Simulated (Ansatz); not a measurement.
Runs of Ansatz 0.2.0 on CsLiCr2Te2S3. The structure is monoclinic, space group Pm (No. 6). The conventional cell has a = 7.057 Å, b = 3.981 Å, c = 9.084 Å, α = 90.00°, β = 107.12°, γ = 90.00°. Around Cs (site symmetry m) lie 3 S at 3.44 to 3.50 Å and 1 Te at 3.93 Å. Li (site symmetry m) is surrounded by 3 S at 2.21 to 2.30 Å. Cr (site symmetry m) has 5 S at 2.47 to 2.63 Å and 1 Te at 2.79 Å and 2 Li at 2.81 Å as nearest neighbours. Cr (site symmetry m) has 2 S at 2.34 to 2.50 Å as nearest neighbours. Around Te (site symmetry m) lie 3 Cr at 2.76 to 2.79 Å. Around Te (site symmetry m) lie 1 S at 2.48 Å and 2 Cr at 2.80 Å. Around S (site symmetry m) lie 2 Li at 2.21 Å and 1 Te at 2.48 Å and 1 Cr at 2.51 Å. S (site symmetry m) has 3 Cr at 2.34 to 2.47 Å and 1 Li at 2.63 Å as nearest neighbours. The cell was built by a generator and needn't be a form met in nature.

```csv
level,cell,cutoff (eV),target pressure (GPa),gap on the mesh (eV),pressure (GPa),moment (μB),relaxed volume (Å³/atom),largest force (eV/Å)
PBEsol+D3(BJ),relaxed,420,-,0.31,0.0,5.99,(b),0.01
r2SCAN+rVV10,relaxed,500,-,0.67,0.0,6.00,(a),-
PBE,relaxed to 2 GPa,420,2,0.55,2.0,6.00,-,0.01
PBE,relaxed to 5 GPa,420,5,0.32,5.0,5.99,-,0.01
```

Alike in all rows: task relaxation of cell and atoms; potentials or basis Ansatz PAW; spin collinear, ferromagnetic start; k mesh 3 × 5 × 3; smearing fermi-dirac 0.05 eV.

Task: Fill in the values left out.

Result: (a) 25.90; (b) 23.63.

Caveats: odd divisions of the mesh miss points on the zone boundary, where band edges often lie, so the gap on the mesh can be too wide; the plane-wave basis is chosen anew once the cell has moved, so the energies of steps on either side of that aren't comparable; spin-orbit coupling is left out, which moves the levels of the heavy elements; only a ferromagnetic start was run, and an antiferromagnetic order may lie lower in energy; the PAW data sets come from PBE, with cores solved anew for the run's functional, which leaves a small shift of forces and pressure (some runs); the magnetic or orbital state may not be the lowest (some runs).

A k mesh can miss the band edges, and the runs leave out spin-orbit coupling on Cs, Te.
